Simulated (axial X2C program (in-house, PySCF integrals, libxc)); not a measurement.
# BrBe⁺: from the state search to constants

Aim: find the lowest determinant of BrBe⁺, scan the bond at several levels and fit the constants, once spin-free and once with spin–orbit coupling.

Computed with an in-house X2C program for linear molecules on PySCF integrals. Level: all-electron X2C, Br dyall-cv3z, Be dyall-cv3z.

All values are calculated.

## 1. Set-up

task.json reads:

```json
{"zs": [35, 4], "q": 1, "bas": ["dyall-cv3z", "dyall-cv3z"], "levels": ["PBE0", "HF", "PBE"], "cc": true, "r0": 2.16, "thr": -2.0, "nmax": 90, "npts": 10, "nst": 2, "ntry": 6}
```

Keys: zs atomic numbers; q charge; bas basis sets; levels methods (HF also brings MP2); cc coupled cluster on or off; r0 starting distance in Å; thr threshold in hartree for freezing inner shells (an s shell follows its p shell); nmax most natural virtual spinors; npts points asked for on the curve; nst determinants followed; ntry starts of the search.

Launch:

```bash
$ python so2c.py task.json out
```

Spin-free means the one-electron spin-free X2C Hamiltonian; two-component (2c) means X2C with spin–orbit coupling and atomic mean-field two-electron Coulomb and Gaunt terms. Basis: Br dyall-cv3z contracted to [8s9p6d4f1g], Be dyall-cv3z contracted to [8s8p3d1f]; Gaussian nuclei, density fitting. Masses: Br 78.918 u, Be 9.012 u.

Notation: σ, π±, δ± give the projection m of an orbital's angular momentum (0, ±1, ±2), α and β its spin, Λ and M_S the sums; ω is the projection of a spinor's total angular momentum and Ω the sum. Logs are in hartree.

The results follow Hamiltonian by Hamiltonian and level by level.

## 2. Search for the lowest determinant

PBE0 moves the distance from 2.160 Å to 1.863 Å and compares determinants there.

Spin-free determinants:

```csv
ΔE (eV),state,open shells
0.00,"M_S = 0, Λ = 0",closed shell
3.34,"M_S = 1, Λ = 1","beyond closed shells: σα, π+α, π+β, π-α"
3.38,"M_S = 0, Λ = 1","beyond closed shells: σβ, π+α, π+β, π-α"
5.17,"M_S = 1, Λ = 0",beyond closed shells: 2 × σα
5.86,"M_S = 1, Λ = 0","beyond closed shells: π+α, π+β, 2 × π-α"
5.86,"M_S = 1, Λ = 2","beyond closed shells: 2 × π+α, π+β, π-α"
6.00,"M_S = 0, Λ = 2","beyond closed shells: π+α, 2 × π+β, π-α"
```

Two-component determinants:

| ΔE (eV) | state | open shells |
| --- | --- | --- |
| 0.00 | Ω = 0 | closed shell |
| 3.19 | Ω = 2 | excess of +ω over −ω: ω = 1/2, ω = 3/2 |
| 3.22 | Ω = 1 | excess of +ω over −ω: ω = -1/2, ω = 3/2 |
| 3.52 | Ω = 1 | excess of +ω over −ω: 2 × ω = 1/2 |
| 5.72 | Ω = 3 | excess of +ω over −ω: 2 × ω = 3/2 |
| 6.02 | Ω = 1 | excess of +ω over −ω: ω = -1/2, ω = 3/2 |
| 6.15 | Ω = 2 | excess of +ω over −ω: ω = 1/2, ω = 3/2 |

## 3. PBE0, spin-free

State followed: M_S = 0, Λ = 0 (closed shell). The scan is laid around 1.863 Å, a first estimate of the minimum, and this SCF restarts from the orbitals of the search.

Output at 1.863 Å:

```text
spin-free X2C-1e  PBE0
basis functions 156  fitting functions 825  grid points 5079
iter        total energy     max residual
   1      -2620.468075466     2.94e-05
   2      -2620.468075474     2.61e-05
   3      -2620.468075483     8.78e-06
converged
one-electron -3712.95930282  Coulomb 1148.01933629  exact exchange -23.42241134  xc functional -71.87210100  nuclear repulsion 39.76640340
```

Along the bond, energies from the lowest point:

```tsv
R (Å)	E (eV)	μ (D)	HOMO (eV)	LUMO (eV)	iterations
1.621	0.9114	7.13	-15.97	-9.88	23
1.695	0.3810	7.57	-15.67	-10.00	21
1.751	0.1504	7.91	-15.46	-10.10	18
1.807	0.0312	8.24	-15.26	-10.20	18
1.863	0.0000	8.57	-15.08	-10.31	3
1.928	0.0501	8.94	-14.87	-10.43	17
1.993	0.1704	9.31	-14.69	-10.55	16
2.077	0.3981	9.76	-14.47	-10.71	16
2.180	0.7477	10.28	-14.24	-10.90	15
2.329	1.3208	10.94	-13.97	-11.15	16
```

Dipoles are positive if Be is the positive end and refer to the centre of mass.

Outer orbitals at the reference distance:

```
symmetry  occupied  ε (eV)              atomic character
      σα       yes  -28.68   71% Br s, 14% Be p, 8% Be s
      σα       yes  -17.24   71% Br p, 15% Be s, 7% Be p
     π-α       yes  -15.08   80% Br p, 14% Be p, 5% Be d
     π+α       yes  -15.08   80% Br p, 14% Be p, 5% Be d
      σα        no  -10.31   54% Be s, 39% Be p, 5% Br p
     π+α        no   -7.26   78% Be p, 11% Br p, 7% Br d
     π-α        no   -7.26   78% Be p, 11% Br p, 7% Br d
      σα        no   -3.68  50% Be p, 26% Be s, 14% Be d
```

PBE0 fields in the half plane through the axis: z from -2.4 to 4.2 Å across, distance from the axis 0.15 to 2.25 Å upwards; Br lies at z = 0 and Be at z = 1.863 Å; the ELF is damped to zero where the density is low.

log10 density (e/bohr³). Ten even steps from '0' (-6.02 ) to '9' (1.44 ):
```
11223333333333332211100
12233344444444333221100
22334445555444443322110
22344555555555444332110
23345566666655544332210
23445667776666554432210
23455677877666664432210
33456679997767875332110
```

ELF. Ten even steps from '0' (0.00 ) to '9' (1.00 ):
```
00000000110000000000000
00000123332222100000000
00001345555444421000000
00013577776666652000000
00025788887777642000000
00146886567886100000000
00147852314870000000000
00257727271761991000000
```

Re = 1.858 Å, ωe = 871 cm⁻¹, ωexe = 4.2 cm⁻¹, Be = 0.6038 cm⁻¹, De = 4.02 eV, μ = 8.54 D.

## 4. HF, spin-free

The SCF at the reference distance of 1.863 Å:

```text
spin-free X2C-1e  HF
basis functions 156  fitting functions 825  grid points 5079
iter        total energy     max residual
   1      -2618.863208512     2.33e-01
   2      -2618.879500539     6.87e-03
   3      -2618.879896344     6.83e-03
   4      -2618.879976903     1.42e-03
   5      -2618.879980601     2.04e-04
   6      -2618.879981063     1.22e-04
   7      -2618.879981097     1.23e-05
   8      -2618.879981100     5.81e-06
   9      -2618.879981100     1.71e-06
converged
one-electron -3713.22331026  Coulomb 1148.34373694  exact exchange -93.76681118  xc functional 0.00000000  nuclear repulsion 39.76640340
```

Re = 1.864 Å, ωe = 878 cm⁻¹, ωexe = 4.06 cm⁻¹, Be = 0.6 cm⁻¹, De = 2.64 eV, μ = 9.25 D.

## 5. PBE, spin-free

The SCF at the reference distance of 1.863 Å:

```text
spin-free X2C-1e  PBE
basis functions 156  fitting functions 825  grid points 5079
iter        total energy     max residual
   1      -2620.408607660     8.35e-02
   2      -2620.410071900     9.95e-03
   3      -2620.410402148     3.01e-02
   4      -2620.411112913     3.89e-03
   5      -2620.411123676     1.44e-03
   6      -2620.411137028     6.85e-04
   7      -2620.411137275     1.49e-04
   8      -2620.411137305     2.98e-05
   9      -2620.411137307     2.14e-05
  10      -2620.411137308     6.40e-07
converged
one-electron -3712.50904044  Coulomb 1147.54126871  exact exchange 0.00000000  xc functional -95.20976897  nuclear repulsion 39.76640340
```

Re = 1.868 Å, ωe = 847 cm⁻¹, ωexe = 4.32 cm⁻¹, Be = 0.5972 cm⁻¹, De = 4.17 eV, μ = 8.25 D.

## 6. Correlated methods, spin-free

Correlated methods: 8 electrons correlated (frozen shells, counted by type: Br 3 s, 2 p, 1 d; Be 1 s), 192 virtual spinors in MP2, 84 natural virtuals in coupled cluster.

Output of the correlated part at 1.863 Å:

```text
correlated 8  virtual 192  natural virtual 84  E(MP2) -0.187300076  MP2 remainder -0.003155945
iter   CCSD correlation   residual
   1     -0.194263374   7.94e-02
   2     -0.198162931   2.93e-02
   3     -0.199133580   1.08e-02
   4     -0.199124899   3.25e-03
   5     -0.199135090   6.88e-04
   6     -0.199134056   1.86e-04
   7     -0.199134757   5.75e-05
   8     -0.199134866   1.66e-05
   9     -0.199134734   4.63e-06
  10     -0.199134750   1.14e-06
(T) -0.008805653  T1 0.0185  D1 0.0232  max T2 0.045
```

T1 in the output is the amplitude norm over the root of the electron number; divide by √2 for the Lee–Taylor value.

MP2: Re = 1.868 Å, ωe = 875 cm⁻¹, Be = 0.5971 cm⁻¹, De = 3.99 eV.

CCSD: Re = 1.868 Å, ωe = 869 cm⁻¹, ωexe = 4.26 cm⁻¹, Be = 0.5972 cm⁻¹, De = 3.87 eV. T1 at Re = 0.013 (Lee–Taylor, the printed value over √2).

CCSD(T): Re = 1.871 Å, ωe = 865 cm⁻¹, ωexe = 4.22 cm⁻¹, Be = 0.5953 cm⁻¹, De = 3.99 eV. T1 at Re = 0.013 (Lee–Taylor, the printed value over √2).

## 7. The spin-free curves together

Energy (eV) of the followed determinant, spin-free, from each level's lowest point:

```tsv
R (Å)	PBE0	HF	MP2	CCSD	CCSD(T)	PBE
1.621	0.911	0.976	1.010	n/a	n/a	0.957
1.695	0.381	0.418	0.440	0.434	0.446	0.415
1.751	0.150	0.171	0.185	0.182	0.190	0.174
1.807	0.031	0.040	0.046	0.045	0.049	0.043
1.863	0.000	0.000	0.000	0.000	0.000	0.000
1.928	0.050	0.043	0.037	0.037	0.033	0.035
1.993	0.170	0.160	0.149	0.147	0.139	0.139
2.077	0.398	0.388	0.373	0.366	0.352	0.346
2.180	0.748	0.742	0.724	n/a	n/a	0.669
2.329	1.321	1.330	1.312	n/a	n/a	1.202
```

## 8. PBE0, 2c

State followed: Ω = 0 (closed shell). The scan is laid around 1.863 Å, a first estimate of the minimum, and this SCF restarts from the orbitals of the search.

Output at 1.863 Å:

```text
two-component X2C + atomic mean field  PBE0
basis functions 156  fitting functions 825  grid points 5079
iter        total energy     max residual
   1      -2619.564556280     4.30e-05
   2      -2619.564556285     1.64e-05
converged
one-electron -3710.60369871  Coulomb 1147.52236691  exact exchange -23.41301021  xc functional -71.84329061  nuclear repulsion 39.76640340  atomic mean-field constant -0.99332706
```

Along the bond, energies from the lowest point:

```tsv
R (Å)	E (eV)	μ (D)	HOMO (eV)	LUMO (eV)	iterations
1.621	0.9163	7.11	-15.82	-9.87	25
1.695	0.3845	7.56	-15.52	-10.00	23
1.751	0.1527	7.89	-15.31	-10.10	19
1.807	0.0324	8.22	-15.11	-10.20	18
1.863	0.0000	8.55	-14.93	-10.30	2
1.928	0.0486	8.92	-14.72	-10.43	18
1.993	0.1674	9.28	-14.54	-10.55	16
2.077	0.3927	9.73	-14.32	-10.71	17
2.180	0.7389	10.23	-14.09	-10.89	16
2.329	1.3047	10.86	-13.83	-11.14	17
```

Dipoles are positive if Be is the positive end and refer to the centre of mass.

Outer spinors at the reference distance:

| ω | occupied | ε (eV) | atomic character | λ mixture |
| --- | --- | --- | --- | --- |
| 1/2 | yes | -28.68 | 71% Br s, 14% Be p, 8% Be s | 100% σ |
| 1/2 | yes | -17.26 | 72% Br p, 15% Be s, 7% Be p | 99% σ, 1% π |
| 1/2 | yes | -15.21 | 80% Br p, 13% Be p, 5% Be d | 99% π, 1% σ |
| 3/2 | yes | -14.93 | 79% Br p, 14% Be p, 5% Be d | 100% π |
| 1/2 | no | -10.30 | 54% Be s, 39% Be p, 5% Br p | 100% σ |
| 1/2 | no | -7.27 | 79% Be p, 10% Br p, 8% Br d | 100% π |
| 3/2 | no | -7.23 | 78% Be p, 12% Br p, 8% Br d | 100% π |
| 1/2 | no | -3.68 | 50% Be p, 26% Be s, 14% Be d | 100% σ |

PBE0 fields in the half plane through the axis: z from -2.4 to 4.2 Å across, distance from the axis 0.15 to 2.25 Å upwards; Br lies at z = 0 and Be at z = 1.863 Å; the ELF is damped to zero where the density is low.

log10 density (e/bohr³). Ten even steps from ' ' (-6.01 ) to '@' (1.44 ):
```
....::::------------------------::::......    
..::::------================------::::....    
::::----======++++++++==========----::::....  
::::--====++++++++++++++++++======----::....  
::----==++++************++++++====----::::..  
::--====++****######********++++====--::::..  
::--==++++**####%%####**********====--::::..  
----==++****##@@@@@@####**##%%##++----::....  
```

ELF. Ten even steps from ' ' (0.00 ) to '@' (1.00 ):
```
                ....                          
          ..::------::::::::..                
        ..--==++++++++========::..            
      ..--++########**********++::            
      ::++##%%%%%%%%########**==::            
    ..==**%%%%**++**##%%%%**..                
    ..==##%%++::--..==%%##                    
    ::++####::##::##..##**..@@@@..            
```

Re = 1.859 Å, ωe = 869 cm⁻¹, ωexe = 4.24 cm⁻¹, Be = 0.6032 cm⁻¹, De = 3.92 eV, μ = 8.52 D.

## 9. HF, 2c

The SCF at the reference distance of 1.863 Å:

```text
two-component X2C + atomic mean field  HF
basis functions 156  fitting functions 825  grid points 5079
iter        total energy     max residual
   1      -2617.960296299     2.40e-01
   2      -2617.976578365     6.86e-03
   3      -2617.976974585     7.05e-03
   4      -2617.977055335     1.42e-03
   5      -2617.977059129     2.02e-04
   6      -2617.977059628     1.28e-04
   7      -2617.977059669     1.35e-05
   8      -2617.977059674     8.18e-06
   9      -2617.977059675     2.76e-06
converged
one-electron -3710.86721444  Coulomb 1147.84627685  exact exchange -93.72919842  xc functional 0.00000000  nuclear repulsion 39.76640340  atomic mean-field constant -0.99332706
```

Re = 1.865 Å, ωe = 876 cm⁻¹, ωexe = 4.1 cm⁻¹, Be = 0.5994 cm⁻¹, De = 2.48 eV, μ = 9.24 D.

## 10. PBE, 2c

The SCF at the reference distance of 1.863 Å:

```text
two-component X2C + atomic mean field  PBE
basis functions 156  fitting functions 825  grid points 5079
iter        total energy     max residual
   1      -2619.504908730     8.60e-02
   2      -2619.506375692     1.01e-02
   3      -2619.506701110     3.10e-02
   4      -2619.507412774     3.99e-03
   5      -2619.507423537     1.44e-03
   6      -2619.507437073     7.01e-04
   7      -2619.507437317     1.52e-04
   8      -2619.507437348     3.21e-05
   9      -2619.507437350     2.23e-05
  10      -2619.507437350     5.34e-07
converged
one-electron -3710.15345026  Coulomb 1147.04433575  exact exchange 0.00000000  xc functional -95.17139918  nuclear repulsion 39.76640340  atomic mean-field constant -0.99332706
```

Re = 1.869 Å, ωe = 845 cm⁻¹, ωexe = 4.38 cm⁻¹, Be = 0.5965 cm⁻¹, De = 4.07 eV, μ = 8.24 D.

## 11. MP2 and beyond, 2c

Correlated methods: 8 electrons correlated (frozen shells, counted by type: Br 3 s, 2 p, 1 d; Be 1 s), 192 virtual spinors in MP2, 84 natural virtuals in coupled cluster.

Output of the correlated part at 1.863 Å:

```text
correlated 8  virtual 192  natural virtual 84  E(MP2) -0.187232252  MP2 remainder -0.003159125
iter   CCSD correlation   residual
   1     -0.194208939   7.94e-02
   2     -0.198111516   2.92e-02
   3     -0.199078895   1.08e-02
   4     -0.199070298   3.25e-03
   5     -0.199080438   6.88e-04
   6     -0.199079412   1.86e-04
   7     -0.199080103   5.72e-05
   8     -0.199080218   1.67e-05
   9     -0.199080083   4.69e-06
  10     -0.199080099   1.17e-06
(T) -0.008798069  T1 0.0184  D1 0.0232  max T2 0.045
```

MP2: Re = 1.869 Å, ωe = 873 cm⁻¹, Be = 0.5965 cm⁻¹, De = 3.85 eV.

CCSD: Re = 1.869 Å, ωe = 867 cm⁻¹, ωexe = 4.3 cm⁻¹, Be = 0.5967 cm⁻¹, De = 3.73 eV. T1 at Re = 0.013 (Lee–Taylor, the printed value over √2).

CCSD(T): Re = 1.872 Å, ωe = 863 cm⁻¹, ωexe = 4.25 cm⁻¹, Be = 0.5947 cm⁻¹, De = 3.85 eV. T1 at Re = 0.013 (Lee–Taylor, the printed value over √2).

## 12. The 2c curves together

Energy (eV) of the followed determinant, 2c, from each level's lowest point:

```tsv
R (Å)	PBE0	HF	MP2	CCSD	CCSD(T)	PBE
1.621	0.916	0.981	1.014	n/a	n/a	0.962
1.695	0.384	0.421	0.443	0.437	0.450	0.418
1.751	0.153	0.174	0.187	0.184	0.192	0.176
1.807	0.032	0.041	0.047	0.047	0.050	0.045
1.863	0.000	0.000	0.000	0.000	0.000	0.000
1.928	0.049	0.042	0.036	0.036	0.031	0.033
1.993	0.167	0.157	0.147	0.145	0.136	0.136
2.077	0.393	0.383	0.368	0.361	0.348	0.340
2.180	0.739	0.735	0.717	n/a	n/a	0.659
2.329	1.305	1.317	1.300	n/a	n/a	1.184
```

Time for the job: 66 s (1 thread of Arm Neoverse V1, shared host); peak memory 0.47 GiB.

## 13. Results

Lowest determinant that the search found at its distance, spin-free: M_S = 0, Λ = 0 (closed shell).

Lowest determinant that the search found at its distance, 2c: Ω = 0 (closed shell).

```json
{"Hamiltonian": "spin-free", "level": "PBE0", "Re (Å)": "1.858", "ωe (cm⁻¹)": "871", "De (eV)": "4.02", "μ (D)": "8.54"}
{"Hamiltonian": "spin-free", "level": "HF", "Re (Å)": "1.864", "ωe (cm⁻¹)": "878", "De (eV)": "2.64", "μ (D)": "9.25"}
{"Hamiltonian": "spin-free", "level": "MP2", "Re (Å)": "1.868", "ωe (cm⁻¹)": "875", "De (eV)": "3.99", "μ (D)": "n/a"}
{"Hamiltonian": "spin-free", "level": "CCSD", "Re (Å)": "1.868", "ωe (cm⁻¹)": "869", "De (eV)": "3.87", "μ (D)": "n/a"}
{"Hamiltonian": "spin-free", "level": "CCSD(T)", "Re (Å)": "1.871", "ωe (cm⁻¹)": "865", "De (eV)": "3.99", "μ (D)": "n/a"}
{"Hamiltonian": "spin-free", "level": "PBE", "Re (Å)": "1.868", "ωe (cm⁻¹)": "847", "De (eV)": "4.17", "μ (D)": "8.25"}
{"Hamiltonian": "2c", "level": "PBE0", "Re (Å)": "1.859", "ωe (cm⁻¹)": "869", "De (eV)": "3.92", "μ (D)": "8.52"}
{"Hamiltonian": "2c", "level": "HF", "Re (Å)": "1.865", "ωe (cm⁻¹)": "876", "De (eV)": "2.48", "μ (D)": "9.24"}
{"Hamiltonian": "2c", "level": "MP2", "Re (Å)": "1.869", "ωe (cm⁻¹)": "873", "De (eV)": "3.85", "μ (D)": "n/a"}
{"Hamiltonian": "2c", "level": "CCSD", "Re (Å)": "1.869", "ωe (cm⁻¹)": "867", "De (eV)": "3.73", "μ (D)": "n/a"}
{"Hamiltonian": "2c", "level": "CCSD(T)", "Re (Å)": "1.872", "ωe (cm⁻¹)": "863", "De (eV)": "3.85", "μ (D)": "n/a"}
{"Hamiltonian": "2c", "level": "PBE", "Re (Å)": "1.869", "ωe (cm⁻¹)": "845", "De (eV)": "4.07", "μ (D)": "8.24"}
```

Dipoles are positive if Be is the positive end and refer to the centre of mass.

Time per point (s) on 1 thread of Arm Neoverse V1, shared host (2c runs; CCSD comes with the CCSD(T) run); the times are rough: PBE0 0.45, HF 0.25, MP2 0.31, CCSD(T) 1.7, PBE 0.33.

What this shows: At CCSD(T), going from spin-free to two-component changes Re by +1 mÅ, ωe by -0.2 %; the spin-free picture holds up (part of it comes from the scalar share of the two-electron terms). De moves by -0.14 eV; both De rest on single-determinant atoms, which can miss part of an open shell's spin–orbit lowering.

De refers to Br + Be+, each in the lowest determinant found, which need not be this curve's own limit. Each curve is one determinant whose occupation by symmetry is held fixed; it was picked as the lowest of a PBE0 search that is not exhaustive. Closed shells are restricted here (equal orbitals for both partners), which fails at long range if the bond breaks into open shells. Dissociation energies refer to the lowest single-determinant-based atoms at the same level and basis. Coupled cluster ran in a truncated set of natural virtual spinors; the MP2 energy of the rest was added.
